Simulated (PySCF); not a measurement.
# SnH2MeBr: geometry, NMR shifts and electronic excitations

Wanted: the NMR shifts and electronic excitations of SnH2MeBr (`[H][Sn]([H])([CH3])[Br]`), by calculation.

The runs use PySCF 2.14.0, with density-fitted response routines of our own; the level of theory stands in each step. All values are computed, except where a source is named. Atoms count from 0, in the outputs and in this text.

**1. The molecule as given**

8 atoms, charge 0, multiplicity 1; geometry from: GFN2-xTB.

Bonds of the start (Å): Sn0–H1 1.70, Sn0–H2 1.70, Sn0–C3 2.17, Sn0–Br7 2.47, C3–H4 1.08, C3–H5 1.08, C3–H6 1.08.

**2. Relaxing the molecule at PBE0-D3(BJ)/def2-SVP**

The job: settings as JSON, then the geometry in Å.

```
{"job": {"xc": "PBE0", "basis": "def2-SVP", "d3": "d3bj", "grid": 1, "maxiter": 40, "kind": "geom"}, "charge": 0, "multiplicity": 1}
Sn     0.549320    -0.675630     0.388640
H      0.567640    -0.834130     2.079960
H      2.143990    -0.858910    -0.165600
C     -0.516380     1.049780    -0.372270
H     -0.086430     1.962270     0.020320
H     -1.558480     0.983930    -0.077500
H     -0.450720     1.056130    -1.455040
Br    -0.648940    -2.683430    -0.418510
```

Standard output:

```text
step   0  E = -2828.91170122  max force = 0.013118
step   1  E = -2828.91292018  max force = 0.006305
step   2  E = -2828.91313118  max force = 0.001370
step   3  E = -2828.91304925  max force = 0.005593
step   4  E = -2828.91313048  max force = 0.004225
step   5  E = -2828.91319823  max force = 0.001658
step   6  E = -2828.91324047  max force = 0.001113
step   7  E = -2828.91322531  max force = 0.000247
step   8  E = -2828.91320702  max force = 0.000212
step   9  E = -2828.91321484  max force = 0.000152
step  10  E = -2828.91321951  max force = 0.000168
step  11  E = -2828.91322230  max force = 0.000193
step  12  E = -2828.91322380  max force = 0.000216
optimisation converged
```

It took 54 s on 1 thread, shared host.

Along the way: (the energy doesn't fall at every step)

```csv
step,energy from step 0 (eV),largest force component (eV/Å)
0,0.0000,0.6746
1,-0.0332,0.3242
2,-0.0389,0.0704
3,-0.0367,0.2876
4,-0.0389,0.2173
5,-0.0407,0.0853
6,-0.0419,0.0572
7,-0.0415,0.0127
8,-0.0410,0.0109
9,-0.0412,0.0078
10,-0.0413,0.0086
11,-0.0414,0.0099
12,-0.0414,0.0111
```

Distances of close pairs at the start and the end, largest changes first:

```
   bond  before (Å)  after (Å)  change (Å)
Sn0–Br7       2.474      2.504      +0.031
 Sn0–C3       2.166      2.139      -0.027
  C3–H4       1.082      1.099      +0.017
  C3–H6       1.085      1.098      +0.014
 Sn0–H2       1.698      1.712      +0.014
  C3–H5       1.085      1.099      +0.014
 Sn0–H1       1.699      1.712      +0.013
```

The next job starts from the end point, and lists it.

```csv
at the end point,value
point group (found at 0.08 Å tolerance),Cs
"rotational constants (GHz, main isotopes)","7.722, 1.447, 1.253"
dipole moment (D),2.96
```

**3. Shielding tensors: PBE0/def2-TZVP+pcSseg-1**

The job: settings as JSON, then the geometry in Å.

```
{"job": {"kind": "nmr", "xc": "PBE0", "basis": {"default": "pcSseg-1", "Sn": "def2-TZVP"}}, "charge": 0, "multiplicity": 1}
Sn     0.594842    -0.663175     0.372772
H      0.489433    -0.950199     2.057022
H      2.216294    -0.661569    -0.176125
C     -0.550309     1.016005    -0.293292
H     -0.159824     1.948001     0.138849
H     -1.595743     0.876453     0.013924
H     -0.501073     1.068448    -1.389433
Br    -0.493620    -2.633953    -0.723717
```

With the program's defaults for keys left out, this is: GIAO PBE0/pcSseg-1 Sn:def2-TZVP NMR shielding, scalar relativity only through core potentials, gas phase.

Standard output:

```text
coarse grid: 32904 points
cycle   1  E = -2827.4425257086  dE = -3.661e+01  |g| = 2.828e+00  |ddm| = 3.100e+01
cycle   2  E = -2826.2374639729  dE =  1.205e+00  |g| = 4.265e+00  |ddm| = 7.573e+00
cycle   3  E = -2828.9627274430  dE = -2.725e+00  |g| = 2.447e-01  |ddm| = 3.389e+00
cycle   4  E = -2828.9760739474  dE = -1.335e-02  |g| = 1.338e-01  |ddm| = 5.445e-01
cycle   5  E = -2828.9809000888  dE = -4.826e-03  |g| = 2.178e-02  |ddm| = 1.788e-01
cycle   6  E = -2828.9809476185  dE = -4.753e-05  |g| = 4.899e-03  |ddm| = 2.462e-02
cycle   7  E = -2828.9809541983  dE = -6.580e-06  |g| = 1.255e-03  |ddm| = 6.383e-03
final grid: 65192 points
cycle   8  E = -2828.9809041530  dE =  1.190e-07  |g| = 1.530e-03  |ddm| = 2.564e-03
cycle   9  E = -2828.9809036843  dE =  4.686e-07  |g| = 2.030e-03  |ddm| = 2.937e-03
cycle  10  E = -2828.9809047546  dE = -1.070e-06  |g| = 1.094e-04  |ddm| = 1.712e-03
cycle  11  E = -2828.9809047571  dE = -2.494e-09  |g| = 1.120e-05  |ddm| = 1.213e-04
cycle  12  E = -2828.9809047571  dE = -9.095e-12  |g| = 2.603e-06  |ddm| = 1.227e-05
converged SCF energy = -2828.9809047571

GIAO shielding tensors (ppm)
atom      isotropic    diamagn.    paramagn.     s11        s22        s33       span
  0 Sn         nan         nan         nan        nan        nan        nan        nan
  1 H       25.606      27.155      -1.549     17.371     19.779     39.669     22.298
  2 H       25.604      27.150      -1.546     17.370     19.776     39.666     22.296
  3 C      185.196     250.799     -65.603    172.776    185.676    197.137     24.361
  4 H       30.875      28.687       2.187     24.885     27.025     40.714     15.829
  5 H       30.462      29.029       1.433     24.827     28.228     38.330     13.503
  6 H       30.457      29.024       1.433     24.836     28.191     38.344     13.508
  7 Br    2854.739    3123.065    -268.326   2760.567   2869.790   2933.861    173.294
```

It took 9.5 s on 1 thread, shared host.

Shifts follow as δ = σ(reference) − σ, with reference shieldings (ppm) from runs at the same level and on the same kind of geometry: 1H TMS 31.27, 13C TMS 184.4, 79Br HBr 2584. The references are single molecules in the gas phase. Atoms listed in one row are averaged.

| atoms | environment | σ (ppm) | δ (ppm) |
| --- | --- | --- | --- |
| C3 | carbon bonded to Sn, 3 H | 185.2 | -0.8 |
| H1, H2 | hydrogen on a Sn bonded to C, Br | 25.61 | 5.66 |
| H4, H5, H6 | hydrogen on a carbon bonded to Sn | 30.60 | 0.67 |
| Br7 | bromine bonded to Sn | 2855 | -270 |

Atoms past Kr carry core potentials, so their printed shieldings have no meaning and are left out of the table.

The run also stored atomic charges by several schemes (e):

```csv
atoms,Mulliken,ESP fit
Sn0,0.44,0.43
C3,-0.49,-0.35
Br7,-0.34,-0.26
```

Mayer bond orders: Sn0–C3 1.05, Sn0–Br7 0.98.

With diffuse functions Mulliken charges and Mayer bond orders lose their meaning; the other schemes are steadier.

**4. Excited states and response: wB97X-D/def2-SVPD**

Same as in step 3 but for these lines:

```diff
@@ -1,2 +1,2 @@
-{"job": {"kind": "nmr", "xc": "PBE0", "basis": {"default": "pcSseg-1", "Sn": "def2-TZVP"}}, "charge": 0, "multiplicity": 1}
+{"job": {"kind": "uv", "xc": "wB97X-D", "basis": "def2-SVPD", "ip": true, "nstates": 10}, "charge": 0, "multiplicity": 1}
 Sn     0.594842    -0.663175     0.372772
```

Method: TDDFT wB97X-D/def2-SVPD, vertical, gas phase, core orbitals frozen in the response.

Standard output:

```text
coarse grid: 32904 points
cycle   1  E = -2828.1332903689  dE = -2.334e+01  |g| = 2.391e+00  |ddm| = 8.552e+00
cycle   2  E = -2828.6186687046  dE = -4.854e-01  |g| = 2.058e+00  |ddm| = 7.630e+00
cycle   3  E = -2829.3763443622  dE = -7.577e-01  |g| = 9.094e-02  |ddm| = 2.407e+00
cycle   4  E = -2829.3781325957  dE = -1.788e-03  |g| = 4.381e-02  |ddm| = 2.166e-01
cycle   5  E = -2829.3783661108  dE = -2.335e-04  |g| = 8.275e-03  |ddm| = 4.775e-02
cycle   6  E = -2829.3783891621  dE = -2.305e-05  |g| = 2.458e-03  |ddm| = 2.076e-02
cycle   7  E = -2829.3783915584  dE = -2.396e-06  |g| = 6.061e-04  |ddm| = 5.253e-03
final grid: 65192 points
cycle   8  E = -2829.3753561515  dE = -5.803e-06  |g| = 1.163e-03  |ddm| = 6.416e-03
cycle   9  E = -2829.3753563005  dE = -1.490e-07  |g| = 6.725e-04  |ddm| = 2.547e-03
cycle  10  E = -2829.3753563775  dE = -7.693e-08  |g| = 8.420e-05  |ddm| = 9.940e-04
cycle  11  E = -2829.3753563798  dE = -2.359e-09  |g| = 2.849e-05  |ddm| = 1.456e-04
cycle  12  E = -2829.3753563803  dE = -4.907e-10  |g| = 9.630e-06  |ddm| = 7.273e-05
converged SCF energy = -2829.3753563803

Static polarisability (au): isotropic 75.997, principal 66.004 74.556 87.430

Singlet excitations
state   eV       nm        f      main configurations
  1   5.9267    209.2   0.02247   H->L 0.92
  2   5.9509    208.3   0.02223   H-1->L 0.92
  3   7.3069    169.7   0.00678   H-2->L 0.42, H->L+1 0.23, H-3->L 0.16
  4   7.4235    167.0   0.00032   H-1->L+1 0.86
  5   7.4319    166.8   0.00382   H->L+1 0.65, H-2->L 0.15, H->L+2 0.09
  6   7.5914    163.3   0.00015   H-1->L+2 0.50, H-4->L 0.33
  7   7.6895    161.2   0.10083   H-3->L 0.39, H->L+2 0.38, H->L+3 0.11
  8   7.7841    159.3   0.00469   H-4->L 0.50, H-1->L+2 0.22, H-1->L+3 0.19
  9   7.9576    155.8   0.47894   H->L+2 0.24, H-2->L 0.23, H-3->L 0.21
 10   8.2658    150.0   0.00482   H->L+4 0.82

Triplet excitations (Tamm-Dancoff, eV): 5.5250 5.5361 6.5764 6.8461
Vertical ionisation energy (delta-SCF) = 10.1601 eV
```

Wall time 33 s (1 thread, shared host).

The orbitals next to the gap, with their largest atomic shares:

```
orbital      eV                        atoms
 HOMO−3  -11.30  Br7 42 %, Sn0 25 %, C3 11 %
 HOMO−2  -11.04  Br7 42 %, C3 25 %, Sn0 21 %
 HOMO−1   -9.84   Br7 82 %, Sn0 10 %, H2 4 %
   HOMO   -9.78   Br7 75 %, C3 10 %, Sn0 8 %
   LUMO    0.74  Sn0 39 %, Br7 31 %, H2 10 %
 LUMO+1    1.53   Sn0 53 %, H2 13 %, H1 13 %
 LUMO+2    1.65  Sn0 32 %, C3 22 %, Br7 12 %
```

With each of the 10 states as a Gaussian band of 0.4 eV half-width at 1/e, the curve within the window shown has maxima at 209 nm (ε 1,800), 157 nm (ε 22,000) L/(mol cm). Beyond the last state computed it falls off for lack of states. The curve at chosen wavelengths:

nm, ε (L/mol/cm) and a bar:
```
      145       2070 ###
      149       8465 ###########
      152      15831 #####################
      156      22284 ##############################
      159      21033 ############################
      163      13868 ###################
      166       8291 ###########
      170       3435 #####
      173       1605 ##
      177        537 #
      180        231 
      184         97 
      187        109 
      191        259 
      194        483 #
      198        912 #
      201       1272 ##
      205       1661 ##
      208       1799 ##
      212       1732 ##
      215       1525 ##
      219       1145 #
      222        852 #
      226        521 #
      229        338 
      233        175
```

Ground-state properties from the same run:

```
           property  computed
  dipole moment (D)      3.05
polarisability (Å³)     11.26
 HOMO–LUMO gap (eV)     10.51
      −ε(HOMO) (eV)      9.78
```

**5. Nuclear shieldings: KT2/def2-TZVP+pcSseg-1**

Same as in step 4 but for these lines:

```diff
@@ -1,2 +1,2 @@
-{"job": {"kind": "uv", "xc": "wB97X-D", "basis": "def2-SVPD", "ip": true, "nstates": 10}, "charge": 0, "multiplicity": 1}
+{"job": {"kind": "nmr", "xc": "KT2", "basis": {"default": "pcSseg-1", "Sn": "def2-TZVP"}, "pop": false}, "charge": 0, "multiplicity": 1}
 Sn     0.594842    -0.663175     0.372772
```

With the program's defaults for keys left out, this is: GIAO KT2/pcSseg-1 Sn:def2-TZVP NMR shielding, scalar relativity only through core potentials, gas phase.

Standard output:

```text
coarse grid: 32904 points
cycle   1  E = -2838.9203834338  dE = -3.578e+01  |g| = 3.129e+00  |ddm| = 3.025e+01
cycle   2  E = -2813.3397151986  dE =  2.558e+01  |g| = 1.152e+01  |ddm| = 1.746e+01
cycle   3  E = -2840.6066624607  dE = -2.727e+01  |g| = 1.294e+00  |ddm| = 1.524e+01
cycle   4  E = -2840.9338519374  dE = -3.272e-01  |g| = 6.689e-01  |ddm| = 2.066e+00
cycle   5  E = -2841.0295707510  dE = -9.572e-02  |g| = 1.596e-01  |ddm| = 9.082e-01
cycle   6  E = -2841.0341743263  dE = -4.604e-03  |g| = 9.641e-02  |ddm| = 2.385e-01
cycle   7  E = -2841.0366757308  dE = -2.501e-03  |g| = 1.175e-02  |ddm| = 1.018e-01
cycle   8  E = -2841.0367185855  dE = -4.285e-05  |g| = 4.892e-03  |ddm| = 2.274e-02
cycle   9  E = -2841.0367241552  dE = -5.570e-06  |g| = 1.002e-03  |ddm| = 6.151e-03
final grid: 65192 points
cycle  10  E = -2841.0366782249  dE = -1.488e-08  |g| = 1.161e-03  |ddm| = 2.444e-03
cycle  11  E = -2841.0366778271  dE =  3.977e-07  |g| = 1.667e-03  |ddm| = 3.147e-03
cycle  12  E = -2841.0366785431  dE = -7.160e-07  |g| = 2.498e-04  |ddm| = 2.098e-03
cycle  13  E = -2841.0366785564  dE = -1.322e-08  |g| = 2.367e-05  |ddm| = 3.013e-04
cycle  14  E = -2841.0366785565  dE = -1.601e-10  |g| = 6.559e-06  |ddm| = 3.531e-05
converged SCF energy = -2841.0366785565

GIAO shielding tensors (ppm)
atom      isotropic    diamagn.    paramagn.     s11        s22        s33       span
  0 Sn         nan         nan         nan        nan        nan        nan        nan
  1 H       25.352      27.265      -1.913     17.214     19.679     39.162     21.948
  2 H       25.349      27.260      -1.911     17.213     19.677     39.158     21.945
  3 C      182.091     252.696     -70.605    168.535    182.403    195.336     26.801
  4 H       30.709      28.912       1.798     24.862     26.992     40.274     15.412
  5 H       30.357      29.327       1.029     24.990     28.195     37.885     12.895
  6 H       30.351      29.322       1.030     24.997     28.159     37.898     12.901
  7 Br    2786.572    3127.201    -340.629   2666.242   2798.244   2895.229    228.987
```

Run time: 15 s. Hardware: 1 thread, shared host.

Key values: δ C3 1.1, Br7 -210, H1 5.83, H4 0.71 ppm (means over like atoms).

**6. Side by side: NMR shifts**

Shifts (ppm), means over like atoms, with basis size and wall time:

| run | C3 | H1 | H4 | Br7 | functions | time |
| --- | --- | --- | --- | --- | --- | --- |
| PBE0/def2-TZVP+pcSseg-1 | -0.8 | 5.66 | 0.67 | -270 | 133 | 9.5 s |
| KT2/def2-TZVP+pcSseg-1 | 1.1 | 5.83 | 0.71 | -210 | 133 | 15 s |

**7. Results**

| quantity | value |
| --- | --- |
| point group | Cs |
| rotational constants (main isotopes) | 7.72, 1.45, 1.25 GHz |
| 13C shifts against TMS (PBE0/def2-TZVP+pcSseg-1) | -0.8 ppm |
| 1H shifts against TMS (PBE0/def2-TZVP+pcSseg-1, means over atoms taken as alike) | 5.66, 0.67 ppm |
| 79Br shifts against HBr (PBE0/def2-TZVP+pcSseg-1) | -270 ppm |
| lowest singlet (wB97X-D/def2-SVPD) | 5.93 eV (209 nm), f = 0.022 |
| brightest single state of those computed | state 9, 7.96 eV, f = 0.479 |
| lowest triplet | 5.53 eV |
| vertical ionisation energy (ΔSCF) | 10.16 eV |
| range of the shift of Br7 | -270 to -210 ppm |

**Reading.** The optimisation took 12 steps and gained 0.041 eV; among the close pairs (by a distance rule), Sn0–Br7 changed most, from 2.474 to 2.504 Å. At PBE0/def2-TZVP+pcSseg-1: The largest span, 173 ppm, is at Br7, where the paramagnetic term is -268 ppm. The first singlet state (HOMO→LUMO 0.92) lies at 5.93 eV and is weak; of the 10 states computed, the strongest absorption comes from state 9 at 7.96 eV. The lowest triplet lies 0.40 eV below the lowest singlet (triplets in Tamm-Dancoff, singlets in full TDDFT). Spin-orbit coupling, left out, mixes singlets and triplets in elements this heavy. ΔSCF puts the ionisation energy at 10.16 eV, 0.38 eV above −ε(HOMO). In ppm, Br7 moves most: its shift spreads over 60 ppm, from -270 (PBE0/def2-TZVP+pcSseg-1) to -210 (KT2/def2-TZVP+pcSseg-1). Spin-orbit coupling is left out, which matters for shieldings and couplings at and beside the heavy atoms.
